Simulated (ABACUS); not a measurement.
Runs of ABACUS 3.10.1 on SiSe. It takes space group P-6m2 (No. 187, hexagonal). Conventional cell: a = 3.595 Å, b = 3.595 Å, c = 3.599 Å, α = 90.00°, β = 90.00°, γ = 120.00°. Si (site symmetry -6m2) has 6 Se at 2.75 Å as nearest neighbours. Se (site symmetry -6m2) is surrounded by 6 Si at 2.75 Å. The cell was built by a generator and needn't be a form met in nature.

```csv
level,gap on the mesh (eV),pressure (GPa)
PBE,none,1.7
PBEsol,none,(b)
AM05,none,-1.7
LDA,none,-1.8
revPBE,none,(a)
```

Alike in all rows: task single point; potentials or basis PseudoDojo NC SR 0.4.1 PBE standard, DZP LCAO (the cutoffs set its grid); no spin polarisation; cell as given; k mesh 9 × 9 × 7; cutoff (eV) 1361; smearing fermi-dirac 0.05 eV.

Estimate the missing entries.

(a) 2.5; (b) -1.2.

Caveats: the atomic orbitals were generated for these runs and aren't a published set; the basis of atomic orbitals isn't converged, which shifts pressures, moduli and gaps; the potentials were made for another functional, which shifts forces and pressure (some runs).

A k mesh can miss the band edges, and the runs leave out spin-orbit coupling on Se.

A gap of «none» marks a metal or a gap under the smearing width.
